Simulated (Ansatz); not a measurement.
# BH3LiNS: the cost of one run

All numbers below are computed with Ansatz 0.2.0 (RKS B3LYP/def2-SVPD).

## 1. The starting structure

Bond lengths: Li1–B2 2.004 Å, B2–N3 1.392 Å, B2–S4 1.903 Å, N3–H5 1.013 Å, N3–H6 1.005 Å, S4–H7 1.343 Å. Angles: Li1–B2–N3 150.8°, Li1–B2–S4 101.6°, N3–B2–S4 107.7°, B2–N3–H5 123.1°, B2–N3–H6 124.8°, H5–N3–H6 112.1°, B2–S4–H7 99.6°.

As a file:

```xyz
7

Li   -2.2303   -0.1937    0.6181
B    -0.2641   -0.0014    0.2819
N     1.0348    0.1855    0.7456
S    -0.1816   -0.1780   -1.6114
H     1.8420    0.2150    0.1340
H     1.2877    0.3070    1.7106
H    -1.4885   -0.3344   -1.8786
```

## 2. Relaxing end A

Input file input.yaml:

```yaml
crystal:
  periodic: [false, false, false]
  atoms:
    - { symbol: Li, position_ang: [-2.23029, -0.19366, 0.61807] }
    - { symbol: B, position_ang: [-0.26407, -0.00142, 0.28194] }
    - { symbol: "N", position_ang: [1.03476, 0.18548, 0.74555] }
    - { symbol: S, position_ang: [-0.18161, -0.17796, -1.61144] }
    - { symbol: H, position_ang: [1.84205, 0.21497, 0.13395] }
    - { symbol: H, position_ang: [1.28767, 0.30696, 1.71057] }
    - { symbol: H, position_ang: [-1.4885, -0.33436, -1.87864] }
basis:
  gaussian: { orbitals: def2-SVPD }
hamiltonian:
  xc: b3lyp
relax:
  f_tol: 0.015
  max_steps: 40
```

The run is started by

```console
ansatz run input.yaml --threads 2 --pin off --max-ram 3072MiB --backend cpu --events-out ev --progress --plain --runs-dir out
```

Q: Estimate wall time and peak memory on 2 threads of Arm Neoverse V1, shared host.

About 27 s, with a peak of 0.21 GiB.
